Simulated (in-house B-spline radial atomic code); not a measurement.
# Ti¹³⁺: a test of the box radius

How far can the box radius be changed before the Ti¹³⁺ run goes wrong?

Method: scalar-relativistic (spin-free one-electron X2C) PW91, spin-polarised, spherical fractional occupations, Fermi nucleus, basis-set limit. Code: in-house B-spline radial atomic code version 1.

**1. The system**

| Quantity | Value |
| --- | --- |
| element | titanium (Z = 22) |
| charge | +13 |
| electrons | 9 |
| configuration | [He] 2s2 2p5 |
| Hamiltonian | scalar-relativistic (X2C) |
| nucleus | Fermi, rms radius 3.592 fm |

Outer shells as boxes (Hund's rule):

[He] 2s2 2p5
```
[He] core
2s [↑↓]
2p [↑↓][↑↓][↑ ]
```

Where spins are not typed, each open shell is filled with up spins first.

A run counts as converged when the orbital gradient is under the tolerance times 22 hartree (or under the basis's noise floor) and the energy moved by less than 1e-8 hartree times the root of its size. Energy differences under 2e-06 hartree are noise.

Input settings:

```ini
Z = 22
electrons = 9.0
configuration = [He] 2s2 2p5
hamiltonian = x2c
method = pw91,pw91
spin_polarised = True
nucleus = fermi
rms_radius = 3.5921
mass_number = 48
atomic_mass = 47.947940677
speed_of_light = 137.035999084
knot_spacing = 0.22
spline_order = 8
gauss_points = 12
box_radius = 4.38
max_iterations = 70
damping = 0.5
damped_steps = 3
diis_vectors = 10
tolerance = 1e-08
start = Thomas-Fermi
```

The reference is known from an earlier run: -766.328766 hartree in all. Up to eight levels, counted from the top:

| orbital | occupation | energy (eV) | <r> (bohr) |
| --- | --- | --- | --- |
| 1s up | 1 | -5300.64 | 0.06924 |
| 1s down | 1 | -5297.27 | 0.06920 |
| 2s up | 1 | -918.26 | 0.3140 |
| 2s down | 1 | -912.57 | 0.3148 |
| 2p up | 3 | -834.25 | 0.2767 |
| 2p down | 2 | -827.57 | 0.2776 |

**2. Box radius 0.18**

The settings differ from step 1 so:

```diff
@@ -14,3 +14,3 @@
 gauss_points = 12
-box_radius = 4.38
+box_radius = 0.18
 max_iterations = 70
```

Started as:

```bash
python run_scf.py task.json out
```

The settings of every run stand in task.json; they run in order.

The program writes no log. Results of the run, from its result record (rounded, main fields):

```text
{
  "status": "converged",
  "warnings": ["1s up reaches the box edge", "1s down reaches the box edge", "2s up has a positive eigenvalue: unbound, held by the box", "2s down has a positive eigenvalue: unbound, held by the box", "2p up has a positive eigenvalue: unbound, held by the box", "2p down has a positive eigenvalue: unbound, held by the box"],
  "scf [iteration, energy, orbital gradient]": [
    [1, 619.81076524, 0.664],
    [2, 619.168282634, 0.0111],
    [3, 619.168046135, 0.00541],
    [4, 619.167989802, 0.00264],
    [5, 619.167972199, 6.25e-05],
    [6, 619.167972189, 4.26e-08]
  ],
  "energy [hartree]": {"total": 619.167972189, "kinetic": 3359.22140671, "nuclear": -3072.59016854, "coulomb": 401.725607742, "xc": -69.1888737222},
  "orbitals [hartree, bohr; first row names the columns]": [
    ["name", "occ", "eps", "<r>"],
    ["1s up", 1.0, -142.75704, 0.062141],
    ["1s down", 1.0, -142.20861, 0.06211],
    ["2s up", 1.0, 278.37935, 0.095427],
    ["2s down", 1.0, 278.83816, 0.095452],
    ["2p up", 3.0, 145.21591, 0.099313],
    ["2p down", 2.0, 145.93006, 0.099324]
  ],
  "sum_r [bohr^k]": {"-1": 140.6495, "1": 0.8117178, "2": 0.08599993},
  "energy_minus_base [hartree]": 1385.49674
}
```

Run time: 0.07 s. Hardware: 1 thread, shared host.

energy_minus_base is the energy less that of the reference run.

It converged, but the warnings show orbitals that are unbound or carry amplitude at the edge of the box (from a small box or a coarse basis), so the numbers can't be trusted as the atom's.

**3. Box radius 0.26**

The settings differ from step 2 so:

```diff
@@ -14,3 +14,3 @@
 gauss_points = 12
-box_radius = 0.18
+box_radius = 0.26
 max_iterations = 70
```

Result record:

```text
{
  "status": "converged",
  "warnings": ["1s up reaches the box edge", "1s down reaches the box edge", "2s up has a positive eigenvalue: unbound, held by the box", "2s down has a positive eigenvalue: unbound, held by the box", "2p up has a positive eigenvalue: unbound, held by the box", "2p down has a positive eigenvalue: unbound, held by the box"],
  "scf [iteration, energy, orbital gradient]": [
    [1, -313.428457182, 0.258],
    [2, -313.47947227, 0.00175],
    [3, -313.479475279, 0.000865],
    [4, -313.479475986, 0.000428],
    [5, -313.479476203, 1.02e-05],
    [6, -313.479476203, 1.17e-07]
  ],
  "energy [hartree]": {"total": -313.479476203, "kinetic": 1833.23345302, "nuclear": -2389.93363535, "coulomb": 294.659731938, "xc": -51.4390258098},
  "orbitals [hartree, bohr; first row names the columns]": [
    ["name", "occ", "eps", "<r>"],
    ["1s up", 1.0, -170.54863, 0.069019],
    ["1s down", 1.0, -170.21367, 0.068968],
    ["2s up", 1.0, 69.877861, 0.14316],
    ["2s down", 1.0, 70.2455, 0.14321],
    ["2p up", 3.0, 33.05272, 0.13804],
    ["2p down", 2.0, 33.558841, 0.13807]
  ],
  "sum_r [bohr^k]": {"-1": 109.2977, "1": 1.114623, "2": 0.1656638},
  "energy_minus_base [hartree]": 452.84929
}
```

Wall time 0.08 s (1 thread, shared host).

It converged, but the warnings show orbitals that are unbound or carry amplitude at the edge of the box (from a small box or a coarse basis), so the numbers can't be trusted as the atom's.

**4. Box radius 0.44**

The settings differ from step 3 so:

```diff
@@ -14,3 +14,3 @@
 gauss_points = 12
-box_radius = 0.26
+box_radius = 0.44
 max_iterations = 70
```

Result record:

```text
{
  "status": "converged",
  "warnings": ["1s up reaches the box edge", "1s down reaches the box edge", "2s up reaches the box edge", "2s down reaches the box edge", "2p up reaches the box edge", "2p down reaches the box edge"],
  "scf [iteration, energy, orbital gradient]": [
    [1, -706.02032301, 0.98],
    [2, -708.028012176, 0.0581],
    [3, -708.036252856, 0.0268],
    [4, -708.038013369, 0.0124],
    [5, -708.038489664, 0.00093],
    [6, -708.038492343, 2.11e-06],
    [7, -708.038492343, 2.12e-08]
  ],
  "energy [hartree]": {"total": -708.038492343, "kinetic": 992.09787436, "nuclear": -1868.1056594, "coulomb": 205.049894027, "xc": -37.0806013262},
  "orbitals [hartree, bohr; first row names the columns]": [
    ["name", "occ", "eps", "<r>"],
    ["1s up", 1.0, -187.65197, 0.069601],
    ["1s down", 1.0, -187.48226, 0.069552],
    ["2s up", 1.0, -19.628022, 0.23203],
    ["2s down", 1.0, -19.355096, 0.23215],
    ["2p up", 3.0, -20.099511, 0.20827],
    ["2p down", 2.0, -19.772799, 0.20841]
  ],
  "sum_r [bohr^k]": {"-1": 85.42385, "1": 1.644974, "2": 0.3795405},
  "energy_minus_base [hartree]": 58.2902738
}
```

Run time: 0.08 s. Hardware: 1 thread, shared host.

It converged, but the warnings show orbitals that are unbound or carry amplitude at the edge of the box (from a small box or a coarse basis), so the numbers can't be trusted as the atom's.

**5. Box radius 0.66**

The settings differ from step 4 so:

```diff
@@ -14,3 +14,3 @@
 gauss_points = 12
-box_radius = 0.44
+box_radius = 0.66
 max_iterations = 70
```

Result record:

```text
{
  "status": "converged",
  "warnings": ["2s up reaches the box edge", "2s down reaches the box edge", "2p up reaches the box edge", "2p down reaches the box edge"],
  "scf [iteration, energy, orbital gradient]": [
    [1, -755.410599138, 1.24],
    [2, -760.658609711, 0.146],
    [3, -760.736216119, 0.0626],
    [4, -760.750707604, 0.0269],
    [5, -760.753968049, 0.0038],
    [6, -760.754030039, 4.4e-06],
    [7, -760.754030039, 1.33e-07]
  ],
  "energy [hartree]": {"total": -760.754030039, "kinetic": 809.30718264, "nuclear": -1711.71581787, "coulomb": 174.018645731, "xc": -32.3640405415},
  "orbitals [hartree, bohr; first row names the columns]": [
    ["name", "occ", "eps", "<r>"],
    ["1s up", 1.0, -193.37607, 0.069293],
    ["1s down", 1.0, -193.24582, 0.069252],
    ["2s up", 1.0, -32.115248, 0.29064],
    ["2s down", 1.0, -31.891418, 0.29101],
    ["2p up", 3.0, -29.214894, 0.25676],
    ["2p down", 2.0, -28.952566, 0.25722]
  ],
  "sum_r [bohr^k]": {"-1": 78.2884, "1": 2.004921, "2": 0.5944255},
  "energy_minus_base [hartree]": 5.57473607
}
```

Run time: 0.09 s. Hardware: 1 thread, shared host.

It converged, but the warnings show orbitals that are unbound or carry amplitude at the edge of the box (from a small box or a coarse basis), so the numbers can't be trusted as the atom's.

**6. Box radius 0.88**

The settings differ from step 5 so:

```diff
@@ -14,3 +14,3 @@
 gauss_points = 12
-box_radius = 0.66
+box_radius = 0.88
 max_iterations = 70
```

Result record:

```text
{
  "status": "converged",
  "warnings": ["2s up reaches the box edge", "2s down reaches the box edge", "2p up reaches the box edge", "2p down reaches the box edge"],
  "scf [iteration, energy, orbital gradient]": [
    [1, -758.50994253, 1.3],
    [2, -765.64229907, 0.216],
    [3, -765.830180839, 0.0882],
    [4, -765.862631193, 0.0359],
    [5, -765.869068018, 0.00665],
    [6, -765.869280909, 5.76e-06],
    [7, -765.869280909, 1.92e-07]
  ],
  "energy [hartree]": {"total": -765.869280909, "kinetic": 778.892322614, "nuclear": -1680.4496678, "coulomb": 167.036189608, "xc": -31.3481253274},
  "orbitals [hartree, bohr; first row names the columns]": [
    ["name", "occ", "eps", "<r>"],
    ["1s up", 1.0, -194.59661, 0.069245],
    ["1s down", 1.0, -194.47222, 0.069206],
    ["2s up", 1.0, -33.572604, 0.30997],
    ["2s down", 1.0, -33.361482, 0.31061],
    ["2p up", 3.0, -30.48643, 0.273],
    ["2p down", 2.0, -30.238562, 0.27378]
  ],
  "sum_r [bohr^k]": {"-1": 76.86342, "1": 2.125586, "2": 0.6888421},
  "energy_minus_base [hartree]": 0.459485202
}
```

It took 0.09 s on 1 thread, shared host.

It converged, but the warnings show orbitals that are unbound or carry amplitude at the edge of the box (from a small box or a coarse basis), so the numbers can't be trusted as the atom's.

**7. Box radius 1.31**

The settings differ from step 6 so:

```diff
@@ -14,3 +14,3 @@
 gauss_points = 12
-box_radius = 0.88
+box_radius = 1.31
 max_iterations = 70
```

Result record:

```text
{
  "status": "converged",
  "warnings": ["2s up reaches the box edge", "2s down reaches the box edge", "2p up reaches the box edge", "2p down reaches the box edge"],
  "scf [iteration, energy, orbital gradient]": [
    [1, -758.184859056, 1.41],
    [2, -766.032245698, 0.262],
    [3, -766.276869808, 0.106],
    [4, -766.318474445, 0.0423],
    [5, -766.326418916, 0.00844],
    [6, -766.32672626, 6.69e-06],
    [7, -766.32672626, 2.76e-07],
    [8, -766.32672626, 8.99e-09]
  ],
  "energy [hartree]": {"total": -766.32672626, "kinetic": 774.582018181, "nuclear": -1675.5709111, "coulomb": 165.843458892, "xc": -31.1812922305},
  "orbitals [hartree, bohr; first row names the columns]": [
    ["name", "occ", "eps", "<r>"],
    ["1s up", 1.0, -194.79317, 0.069239],
    ["1s down", 1.0, -194.66946, 0.069199],
    ["2s up", 1.0, -33.744259, 0.31398],
    ["2s down", 1.0, -33.535204, 0.31474],
    ["2p up", 3.0, -30.656652, 0.27666],
    ["2p down", 2.0, -30.411184, 0.27759]
  ],
  "sum_r [bohr^k]": {"-1": 76.6412, "1": 2.152309, "2": 0.7146123},
  "energy_minus_base [hartree]": 0.00203985011
}
```

It took 0.1 s on 1 thread, shared host.

It converged, but the warnings show orbitals that are unbound or carry amplitude at the edge of the box (from a small box or a coarse basis), so the numbers can't be trusted as the atom's.

**8. Box radius 2.19**

The settings differ from step 7 so:

```diff
@@ -14,3 +14,3 @@
 gauss_points = 12
-box_radius = 1.31
+box_radius = 2.19
 max_iterations = 70
```

Result record:

```text
{
  "status": "converged",
  "scf [iteration, energy, orbital gradient]": [
    [1, -758.166377613, 1.44],
    [2, -766.032684044, 0.269],
    [3, -766.278640597, 0.108],
    [4, -766.320472549, 0.0439],
    [5, -766.328456823, 0.00866],
    [6, -766.32876642, 6.87e-06],
    [7, -766.32876642, 2.89e-07],
    [8, -766.32876642, 9.62e-09]
  ],
  "energy [hartree]": {"total": -766.32876642, "kinetic": 774.548610375, "nuclear": -1675.53005375, "coulomb": 165.832486833, "xc": -31.1798098798},
  "orbitals [hartree, bohr; first row names the columns]": [
    ["name", "occ", "eps", "<r>"],
    ["1s up", 1.0, -194.79487, 0.069239],
    ["1s down", 1.0, -194.67117, 0.069199],
    ["2s up", 1.0, -33.74546, 0.31402],
    ["2s down", 1.0, -33.53642, 0.31478],
    ["2p up", 3.0, -30.657987, 0.2767],
    ["2p down", 2.0, -30.412541, 0.27765]
  ],
  "sum_r [bohr^k]": {"-1": 76.63934, "1": 2.152643, "2": 0.7150316},
  "energy_minus_base [hartree]": -3.09383722e-07
}
```

Wall time 0.11 s (1 thread, shared host).

**9. Box radius 8.76**

The settings differ from step 8 so:

```diff
@@ -14,3 +14,3 @@
 gauss_points = 12
-box_radius = 2.19
+box_radius = 8.76
 max_iterations = 70
```

Result record:

```text
{
  "status": "converged",
  "scf [iteration, energy, orbital gradient]": [
    [1, -758.166376589, 1.44],
    [2, -766.032684421, 0.269],
    [3, -766.278640134, 0.108],
    [4, -766.3204722, 0.0439],
    [5, -766.32845643, 0.00867],
    [6, -766.328766022, 6.82e-06],
    [7, -766.328766022, 2.93e-07],
    [8, -766.328766022, 9.84e-09]
  ],
  "energy [hartree]": {"total": -766.328766022, "kinetic": 774.548624657, "nuclear": -1675.53007208, "coulomb": 165.832491527, "xc": -31.1798101218},
  "orbitals [hartree, bohr; first row names the columns]": [
    ["name", "occ", "eps", "<r>"],
    ["1s up", 1.0, -194.79487, 0.069239],
    ["1s down", 1.0, -194.67117, 0.069199],
    ["2s up", 1.0, -33.745459, 0.31402],
    ["2s down", 1.0, -33.536419, 0.31478],
    ["2p up", 3.0, -30.657986, 0.2767],
    ["2p down", 2.0, -30.41254, 0.27765]
  ],
  "sum_r [bohr^k]": {"-1": 76.63934, "1": 2.152643, "2": 0.7150315},
  "energy_minus_base [hartree]": 8.85953568e-08
}
```

Wall time 0.13 s (1 thread, shared host).

**10. Box radius 17.52**

The settings differ from step 9 so:

```diff
@@ -14,3 +14,3 @@
 gauss_points = 12
-box_radius = 8.76
+box_radius = 17.52
 max_iterations = 70
```

Result record:

```text
{
  "status": "converged",
  "scf [iteration, energy, orbital gradient]": [
    [1, -758.166376507, 1.44],
    [2, -766.032684354, 0.269],
    [3, -766.27864004, 0.108],
    [4, -766.320472109, 0.0439],
    [5, -766.32845634, 0.00867],
    [6, -766.328765932, 6.82e-06],
    [7, -766.328765932, 2.93e-07],
    [8, -766.328765932, 9.85e-09]
  ],
  "energy [hartree]": {"total": -766.328765932, "kinetic": 774.548624612, "nuclear": -1675.53007196, "coulomb": 165.832491537, "xc": -31.1798101206},
  "orbitals [hartree, bohr; first row names the columns]": [
    ["name", "occ", "eps", "<r>"],
    ["1s up", 1.0, -194.79487, 0.069239],
    ["1s down", 1.0, -194.67117, 0.069199],
    ["2s up", 1.0, -33.745459, 0.31402],
    ["2s down", 1.0, -33.536419, 0.31478],
    ["2p up", 3.0, -30.657986, 0.2767],
    ["2p down", 2.0, -30.41254, 0.27765]
  ],
  "sum_r [bohr^k]": {"-1": 76.63934, "1": 2.152643, "2": 0.7150315},
  "energy_minus_base [hartree]": 1.78719688e-07
}
```

Run time: 0.13 s. Hardware: 1 thread, shared host.

**11. Results**

| run | outcome | iterations | energy less the reference (hartree) |
| --- | --- | --- | --- |
| reference | converged | 8 | 0 |
| box radius 0.18 | converged | 6 | +1.39e+03 |
| box radius 0.26 | converged | 6 | +453 |
| box radius 0.44 | converged | 7 | +58.3 |
| box radius 0.66 | converged | 7 | +5.57 |
| box radius 0.88 | converged | 7 | +0.459 |
| box radius 1.31 | converged | 8 | +0.00204 |
| box radius 2.19 | converged | 8 | below noise |
| box radius 8.76 | converged | 8 | below noise |
| box radius 17.52 | converged | 8 | below noise |

**Reading.** Of 9 changed inputs, 3 gave the reference energy within 1e-05 hartree and 6 converged to another value. The worst converged miss is +1.39e+03 hartree (box radius 0.18): so small a box squeezes the electrons and raises the energy.
